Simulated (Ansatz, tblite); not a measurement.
# SnEt2Ph2 (C16H20Sn): rung by rung

One table from this session's results is given with a row withheld; the runs are named, their logs left out.

Computed with Ansatz 0.2.0, Gaussian basis. Level: as each input shows.

Plan: GFN1-xTB, GFN2-xTB, PBE-D4/def2-TZVP, r2SCAN-D4/def2-TZVP, PBE-QIDH/def2-TZVP, BLYP-D4/def2-TZVP, LDA/def2-TZVP, PBE-D4/def2-SVP, PBE0-D4/def2-SVP, MP2/def2-SVP, RPA/def2-SVP.

1 further run of the same task is left out (set aside as unsound or not needed).

**The structure**

The geometry is that of the singlet, from an earlier relaxation (PBE-D4/def2-SVP).

37 atoms, charge 0, spin multiplicity 1.

Bond lengths: Sn1–C2 2.188 Å, Sn1–C9 2.188 Å, Sn1–C16 2.166 Å, Sn1–C27 2.166 Å, C2–C3 1.531 Å, C2–H4 1.110 Å, C2–H5 1.110 Å, C3–H6 1.112 Å, C3–H7 1.110 Å, C3–H8 1.111 Å, C9–C10 1.531 Å, C9–H11 1.110 Å, C9–H12 1.110 Å, C10–H13 1.112 Å, C10–H14 1.110 Å, C10–H15 1.111 Å, C16–C17 1.411 Å, C16–C21 1.411 Å and more. Angles: C2–Sn1–C9 109.4°, C2–Sn1–C16 109.6°, C2–Sn1–C27 109.9°, C9–Sn1–C16 110.2°, C9–Sn1–C27 109.8°, C16–Sn1–C27 107.9°, Sn1–C2–C3 112.4°, Sn1–C2–H4 107.0°, Sn1–C2–H5 107.5°, C3–C2–H4 111.7°, C3–C2–H5 111.3°, H4–C2–H5 106.6°, C2–C3–H6 112.0°, C2–C3–H7 111.7°, C2–C3–H8 112.0°, H6–C3–H7 107.1°, H6–C3–H8 106.8°, H7–C3–H8 106.9° and more.

Sn takes a core potential in the def2 sets. No spin-orbit coupling is included.

PBE0-D4/def2-TZVP was run before; its log isn't repeated, and its numbers join the tables.

Set-up of the first run:

Tight binding, by tblite at 300 K electronic temperature and without a spin-polarisation term:

```python
tblite.interface.Calculator('GFN1-xTB', numbers, positions, charge=0, uhf=0).singlepoint()
```

Tight binding, by tblite at 300 K electronic temperature and without a spin-polarisation term:

```python
tblite.interface.Calculator('GFN2-xTB', numbers, positions, charge=0, uhf=0).singlepoint()
```

start.molden holds the orbitals of an earlier run on this state, given as this run's starting guess.

The input, in.yaml:

```yaml
crystal:
  periodic: [false, false, false]
  atoms:
    - {symbol: Sn, position_ang: [0.533087, -0.003472, 0.372903]}
    - {symbol: C, position_ang: [0.503794, -0.040674, 2.560828]}
    - {symbol: C, position_ang: [0.991543, -1.375594, 3.129277]}
    - {symbol: H, position_ang: [-0.537039, 0.182334, 2.874975]}
    - {symbol: H, position_ang: [1.131194, 0.803555, 2.916700]}
    - {symbol: H, position_ang: [0.958938, -1.391030, 4.240367]}
    - {symbol: H, position_ang: [0.373139, -2.225437, 2.771811]}
    - {symbol: H, position_ang: [2.040494, -1.593978, 2.836284]}
    - {symbol: C, position_ang: [2.606615, 0.005000, -0.326522]}
    - {symbol: C, position_ang: [3.337717, 1.299478, 0.038631]}
    - {symbol: H, position_ang: [2.582434, -0.154252, -1.424676]}
    - {symbol: H, position_ang: [3.110949, -0.881042, 0.113381]}
    - {symbol: H, position_ang: [4.386027, 1.303871, -0.331351]}
    - {symbol: H, position_ang: [2.835595, 2.191416, -0.391467]}
    - {symbol: H, position_ang: [3.385317, 1.453881, 1.137654]}
    - {symbol: C, position_ang: [-0.503251, 1.761771, -0.336673]}
    - {symbol: C, position_ang: [-0.491821, 2.955148, 0.416171]}
    - {symbol: C, position_ang: [-1.147921, 4.107025, -0.049084]}
    - {symbol: C, position_ang: [-1.829058, 4.079845, -1.276262]}
    - {symbol: C, position_ang: [-1.850450, 2.898981, -2.035435]}
    - {symbol: C, position_ang: [-1.194245, 1.748774, -1.566904]}
    - {symbol: H, position_ang: [0.031618, 2.995401, 1.385938]}
    - {symbol: H, position_ang: [-1.129181, 5.030378, 0.551026]}
    - {symbol: H, position_ang: [-2.345557, 4.981078, -1.641340]}
    - {symbol: H, position_ang: [-2.384871, 2.872263, -2.998153]}
    - {symbol: H, position_ang: [-1.227744, 0.827805, -2.172317]}
    - {symbol: C, position_ang: [-0.497934, -1.741001, -0.408999]}
    - {symbol: C, position_ang: [-1.907956, -1.780195, -0.457383]}
    - {symbol: C, position_ang: [-2.580654, -2.914922, -0.939777]}
    - {symbol: C, position_ang: [-1.850861, -4.028585, -1.385381]}
    - {symbol: C, position_ang: [-0.447934, -4.003138, -1.346548]}
    - {symbol: C, position_ang: [0.221540, -2.866780, -0.862290]}
    - {symbol: H, position_ang: [-2.498379, -0.912525, -0.118874]}
    - {symbol: H, position_ang: [-3.681568, -2.929031, -0.969981]}
    - {symbol: H, position_ang: [-2.376968, -4.918075, -1.765188]}
    - {symbol: H, position_ang: [0.129332, -4.873169, -1.697028]}
    - {symbol: H, position_ang: [1.324058, -2.865103, -0.844323]}
basis:
  gaussian: {orbitals: def2-TZVP, fitting: {mean_field: def2-universal-jkfit}, initial_orbitals: start.molden}
hamiltonian: {xc: pbe, dispersion: d4}
scf: {omitted_lower_state_checks: [starts]}
output: {forces: true, orbitals: {seedname: orbitals}}
```

Command:

```sh
$ ansatz run in.yaml --threads 2 --pin off --events-out ev --progress --plain --max-ram 32768MiB --backend cuda --devices 0, --max-vram 18GiB
```

Steps of the session up to this table: PBE-D4/def2-TZVP; r2SCAN-D4/def2-TZVP; PBE-QIDH/def2-TZVP; BLYP-D4/def2-TZVP; LDA/def2-TZVP; PBE-D4/def2-SVP; PBE0-D4/def2-SVP; MP2/def2-SVP; RPA/def2-SVP.

One of the session's tables, all rows but one given; the rest of the session is left out.

It belongs to the step «Binding energy». 

```
              level  binding an atom (eV)
        HF/def2-SVP                     ?
      LDA/def2-TZVP                 5.298
    PBE-D4/def2-SVP                 4.817
   PBE-D4/def2-TZVP                 4.764
  BLYP-D4/def2-TZVP                 4.619
r2SCAN-D4/def2-TZVP                 4.644
   PBE0-D4/def2-SVP                 4.741
  PBE0-D4/def2-TZVP                 4.683
       MP2/def2-SVP                 4.535
```

Q: Estimate the row for HF/def2-SVP from the others.

As computed: binding an atom (eV): 3.502. In the column «binding an atom (eV)» it is the lowest.

Limits of these values: Free atoms were run apart at each level; binding is atoms less cluster, divided by the number of atoms, without zero-point or spin-orbit terms.
